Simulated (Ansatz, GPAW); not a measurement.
LiH: GLLB-SC, run from Python

These are simulated results from GPAW 26.7.0, not measurements. The cell began as a measured structure and was relaxed with r2SCAN+rVV10 in plane waves (Ansatz 0.2.0). All runs are without spin polarisation.

It is cubic, Fm-3m (No. 225); a = 3.997 Å in the conventional setting, 7.98 Å³ an atom. Li has 6 H at 2.00 Å; H has 6 Li at 2.00 Å.

GLLB-SC is a model potential. Its fundamental gap is the Kohn-Sham gap plus a derivative discontinuity, which the script evaluates at the band edges among the listed k points. Its total energy isn't variational and serves nothing here.

run.py reads:

```python
import json
from ase import Atoms
from gpaw import GPAW, PW, FermiDirac

atoms = Atoms(['Li', 'H'],
              cell=[[0.0, 1.99847269, 1.99847269], [1.99847269, 0.0, 1.99847269], [1.99847269, 1.99847269, 0.0]],
              scaled_positions=[[0.0, 0.0, 0.0], [0.5, 0.5, 0.5]],
              pbc=True)
calc = GPAW(mode=PW(400), xc='GLLBSC', kpts={'size': (8, 8, 8), 'gamma': True},
            occupations=FermiDirac(0.02), maxiter=100, legacy_gpaw=True, txt='gpaw.txt')
atoms.calc = calc
res = {'energy': atoms.get_potential_energy(force_consistent=True)}
res['electrons'] = calc.get_number_of_electrons()
res['k'] = calc.get_ibz_k_points().tolist()
res['levels'] = [calc.get_eigenvalues(kpt=i).tolist() for i in range(len(res['k']))]
points = [[0.0, 0.0, 0.0], [0.5, 0.0, 0.5], [0.625, 0.25, 0.625], [0.375, 0.375, 0.75], [0.5, 0.5, 0.5], [0.5, 0.25, 0.75], [0.0, 0.5, 0.5]]
bands = calc.fixed_density(kpts=points, symmetry='off', nbands=round(res['electrons']) // 2 + 6, convergence={'bands': -2}, txt='bands.txt')
res['points'] = [bands.get_eigenvalues(kpt=i).tolist() for i in range(len(points))]
homo, lumo = bands.get_homo_lumo()
potential = calc.hamiltonian.xc.response.calculate_discontinuity_potential(homo, lumo)
res['discontinuity'] = bands.hamiltonian.xc.response.calculate_discontinuity(potential)
json.dump(res, open('results.json', 'w'))
print('free energy (eV):', round(res['energy'], 5))
```

Command: `python run.py`. It took 3.1 s on 1 thread of Arm Neoverse V1, with other jobs on the host, peak memory 0.12 GiB.

The log gpaw.txt, trimmed of paths, versions and times, then the last line on the terminal. An iter line gives the energy in eV and the logarithms of the changes of orbitals (plane waves alone) and density (c: converged):

```
___ ___ ___ _ _ _
 |   |   |_  | | | |

 | | | | | . | | | |

 |__ |  _|___|_____|  26.7.0
 |___|_|

Input parameters:
  kpts: {gamma: True,
         size: (8, 8, 8)}
  maxiter: 100
  mode: {ecut: 400.0,
         name: pw}
  occupations: {fixmagmom: False,
                name: fermi-dirac,
                width: 0.02}
  xc: GLLBSC

System changes: positions, numbers, cell, pbc, initial_charges, initial_magmoms

Initialize ...

species:
  Li:
    name:    Lithium
    Z:       3.0
    valence: 1
    core:    2
    charge:  0.0  # [|e|]
    compensation charges:
      type: gauss
      rc: 0.33  # [Å]
      lmax: 2
    cutoffs:
      filter: 1.91  # [Å]
      core: 2.55  # [Å]
    projectors
    | kind |    occ | energy [eV] | rcut [Å] |

    |------|--------|-------------|----------|

    |   2s |  1.000 |      -4.279 |    1.058 |

    |   2p |  0.000 |      -2.495 |    1.058 |

    |    s |        |      22.932 |    1.058 |

    Using partial waves for Li as LCAO basis

  H:
    name:    Hydrogen
    Z:       1.0
    valence: 1
    core:    0
    charge:  0.0  # [|e|]
    compensation charges:
      type: gauss
      rc: 0.15  # [Å]
      lmax: 2
    cutoffs:
      filter: 0.85  # [Å]
      core: 0.53  # [Å]
    projectors
    | kind |    occ | energy [eV] | rcut [Å] |

    |------|--------|-------------|----------|

    |   1s |  1.000 |     -10.450 |    0.476 |

    |    s |        |      16.761 |    0.476 |

    |    p |        |       0.000 |    0.476 |

    Using partial waves for H as LCAO basis

Reference energy: -212.938837  # eV

Spin-paired calculation

Convergence criteria:
 Maximum [total energy] change in last 3 cyles: 0.0005 eV / valence electron
 Maximum integral of absolute [dens]ity change: 0.0001 electrons / valence electron
 Maximum integral of absolute [eigenst]ate change: 4e-08 eV^2 / valence electron
 Maximum number of scf [iter]ations: 100
 (Square brackets indicate name in SCF output, whereas a 'c' in
 the SCF output indicates the quantity has converged.)

Symmetries present (total): 48

  ( 1  0  0)  ( 1  0  0)  ( 1  0  0)  ( 1  0  0)  ( 1  0 -1)  ( 1  0 -1)
  ( 1  0 -1)  ( 1 -1  0)  ( 0  1  0)  ( 0  0  1)  ( 1  0  0)  ( 1 -1  0)
  ( 1 -1  0)  ( 1  0 -1)  ( 0  0  1)  ( 0  1  0)  ( 1 -1  0)  ( 1  0  0)

  ( 1  0 -1)  ( 1  0 -1)  ( 1 -1  0)  ( 1 -1  0)  ( 1 -1  0)  ( 1 -1  0)
  ( 0  1 -1)  ( 0  0 -1)  ( 1  0  0)  ( 1  0 -1)  ( 0 -1  1)  ( 0 -1  0)
  ( 0  0 -1)  ( 0  1 -1)  ( 1  0 -1)  ( 1  0  0)  ( 0 -1  0)  ( 0 -1  1)

  ( 0  1  0)  ( 0  1  0)  ( 0  1  0)  ( 0  1  0)  ( 0  1 -1)  ( 0  1 -1)
  ( 1  0  0)  ( 0  1 -1)  ( 0  0  1)  (-1  1  0)  ( 1  0 -1)  ( 0  1  0)
  ( 0  0  1)  (-1  1  0)  ( 1  0  0)  ( 0  1 -1)  ( 0  0 -1)  (-1  1  0)

  ( 0  1 -1)  ( 0  1 -1)  ( 0  0  1)  ( 0  0  1)  ( 0  0  1)  ( 0  0  1)
  ( 0  0 -1)  (-1  1  0)  ( 1  0  0)  ( 0  1  0)  ( 0 -1  1)  (-1  0  1)
  ( 1  0 -1)  ( 0  1  0)  ( 0  1  0)  ( 1  0  0)  (-1  0  1)  ( 0 -1  1)

  ( 0  0 -1)  ( 0  0 -1)  ( 0  0 -1)  ( 0  0 -1)  ( 0 -1  1)  ( 0 -1  1)
  ( 1  0 -1)  ( 0  1 -1)  ( 0 -1  0)  (-1  0  0)  ( 1 -1  0)  ( 0  0  1)
  ( 0  1 -1)  ( 1  0 -1)  (-1  0  0)  ( 0 -1  0)  ( 0 -1  0)  (-1  0  1)

  ( 0 -1  1)  ( 0 -1  1)  ( 0 -1  0)  ( 0 -1  0)  ( 0 -1  0)  ( 0 -1  0)
  ( 0 -1  0)  (-1  0  1)  ( 1 -1  0)  ( 0  0 -1)  ( 0 -1  1)  (-1  0  0)
  ( 1 -1  0)  ( 0  0  1)  ( 0 -1  1)  (-1  0  0)  ( 1 -1  0)  ( 0  0 -1)

  (-1  1  0)  (-1  1  0)  (-1  1  0)  (-1  1  0)  (-1  0  1)  (-1  0  1)
  ( 0  1  0)  ( 0  1 -1)  (-1  0  1)  (-1  0  0)  ( 0  0  1)  ( 0 -1  1)
  ( 0  1 -1)  ( 0  1  0)  (-1  0  0)  (-1  0  1)  ( 0 -1  1)  ( 0  0  1)

  (-1  0  1)  (-1  0  1)  (-1  0  0)  (-1  0  0)  (-1  0  0)  (-1  0  0)
  (-1  1  0)  (-1  0  0)  ( 0  0 -1)  ( 0 -1  0)  (-1  1  0)  (-1  0  1)
  (-1  0  0)  (-1  1  0)  ( 0 -1  0)  ( 0  0 -1)  (-1  0  1)  (-1  1  0)

512 k-points: 8 x 8 x 8 Monkhorst-Pack grid + [1/16,1/16,1/16]
29 k-points in the irreducible part of the Brillouin zone
       k-points in crystal coordinates                weights
   0:     0.00000000    0.00000000    0.00000000          1/512
   1:     0.12500000    0.12500000    0.00000000          6/512
   2:     0.12500000    0.12500000    0.12500000          8/512
   3:     0.25000000    0.12500000    0.12500000         12/512
   4:     0.25000000    0.25000000    0.00000000          6/512
   5:     0.25000000    0.25000000    0.12500000         24/512
   6:     0.25000000    0.25000000    0.25000000          8/512
   7:     0.37500000    0.25000000   -0.37500000         24/512
   8:     0.37500000    0.25000000    0.12500000         24/512
   9:     0.37500000    0.25000000    0.25000000         24/512
          ...
  28:     0.50000000    0.50000000    0.50000000          4/512

Wave functions: Plane wave expansion
  Cutoff energy: 400.000 eV
  Number of coefficients (min, max): 272, 303
  Pulay-stress correction: 0.000000 eV/Ang^3 (de/decut=0.000000)
  Using FFTW library
  ScaLapack parameters: grid=1x1, blocksize=None
  Wavefunction extrapolation:
    Improved wavefunction reuse through dual PAW basis

Occupation numbers: Fermi-Dirac:
  width: 0.0200  # eV

Eigensolver
   Davidson(niter=2)

Densities:
  Coarse grid: 14*14*14 grid
  Fine grid: 28*28*28 grid
  Total Charge: 0.000000

Density mixing:
  Method: separate
  Backend: msr1
  Linear mixing parameter: 0.05
  old densities: 10
  Width of damping distribution: 1.1
  Damping of long wavelength oscillations: 20

Hamiltonian:
  XC and Coulomb potentials evaluated on a 28*28*28 grid
  Using the GLLBSC Exchange-Correlation functional
  External potential:
    NoExternalPotential

XC parameters: GLLBSC functional being used consists of
  -----------------------------------------------------------------------
  | Weight | Module     | Description                                   |

  -----------------------------------------------------------------------
  |  1.000 | SCREENING  | GGA_X_PBE_SOL with 2 nearest neighbor stencil |

  |  1.000 | RESPONSE   | eps=0.0500 eV                                 |

  |  1.000 | XC         | GGA_C_PBE_SOL with 2 nearest neighbor stencil |

  -----------------------------------------------------------------------

Memory estimate:
  Process memory now: 107.86 MiB
  Calculator: 3.34 MiB
    Density: 1.35 MiB
      Arrays: 0.54 MiB
      Localized functions: 0.39 MiB
      Mixer: 0.42 MiB
    Hamiltonian: 0.37 MiB
      Arrays: 0.36 MiB
      XC: 0.00 MiB
      Poisson: 0.00 MiB
      vbar: 0.01 MiB
    Wavefunctions: 1.62 MiB
      Arrays psit_nG: 0.67 MiB
      Eigensolver: 0.05 MiB
      Projections: 0.02 MiB
      Projectors: 0.64 MiB
      PW-descriptor: 0.24 MiB

Total number of cores used: 1

Number of atoms: 2
Number of atomic orbitals: 5
Number of bands in calculation: 5
Number of valence electrons: 2
Bands to converge: occupied

... initialized

Initializing position-dependent things.

Density initialized from atomic densities
Creating initial wave functions:
  5 bands from LCAO basis set
Positions:
   0 Li     0.000000    0.000000    0.000000    ( 0.0000,  0.0000,  0.0000)
   1 H      1.998473    1.998473    1.998473    ( 0.0000,  0.0000,  0.0000)

Unit cell:
           periodic     x           y           z      points  spacing
  1. axis:    yes    0.000000    1.998473    1.998473    14     0.1648
  2. axis:    yes    1.998473    0.000000    1.998473    14     0.1648
  3. axis:    yes    1.998473    1.998473    0.000000    14     0.1648

  Lengths:   2.826267   2.826267   2.826267
  Angles:   60.000000  60.000000  60.000000

Effective grid spacing dv^(1/3) = 0.1799

iter:   1    -5.981099
iter:   2    -6.502161   -1.48  -0.44
iter:   3    -6.399021   -2.48  -0.51
iter:   4    -6.219028   -2.34  -0.73
iter:   5    -6.170397   -3.54  -1.48
iter:   6    -6.122861   -3.97  -1.84
iter:   7    -6.126053   -6.06  -2.83
iter:   8    -6.129858   -6.62  -3.10
iter:   9    -6.129560   -8.25c -3.73
iter:  10    -6.129515c  -9.15c -4.60c

Converged after 10 iterations.

Energy contributions relative to reference atoms: (reference = -212.938837)

Kinetic:         +7.623242
Potential:       -7.171938
External:        +0.000000
XC:              -6.534897
Entropy (-ST):   -0.000000
Local:           -0.045922
SIC:             +0.000000
--------------------------
Free energy:     -6.129515
Extrapolated:    -6.129515

GLLBSC response reference energy: -2.06863 eV (from HOMO)

Showing only first 2 kpts
 Kpt  Band  Eigenvalues  Occupancy
  0     0     -7.07729    2.00000
  0     1     14.52859    0.00000
  0     2     18.50633    0.00000

  1     0     -6.69667    2.00000
  1     1     12.72867    0.00000
  1     2     15.68632    0.00000

Fermi level: -1.68379

Gap: 4.337 eV
Transition (v -> c):
  (s=0, k=24, n=0, [0.50, 0.50, 0.00]) -> (s=0, k=24, n=1, [0.50, 0.50, 0.00])
No difference between direct/indirect transitions

free energy (eV): -6.12951
```

The gap in the log is over the mesh alone; results.json adds the listed points. GLLB-SC gives a gap of 6.35 eV (4.337 eV Kohn-Sham over the listed points plus 2.017 eV discontinuity). On the same cell, plane-wave PBE (Ansatz, 10×10×10 k points and the special points) gives a gap of 2.98 eV and r2SCAN a gap of 3.63 eV; on shared hosts these took about 0.73 and 1.6 core-seconds on the 2-atom cell, against 3.1 for the script. Semilocal gaps usually lie below measured ones.
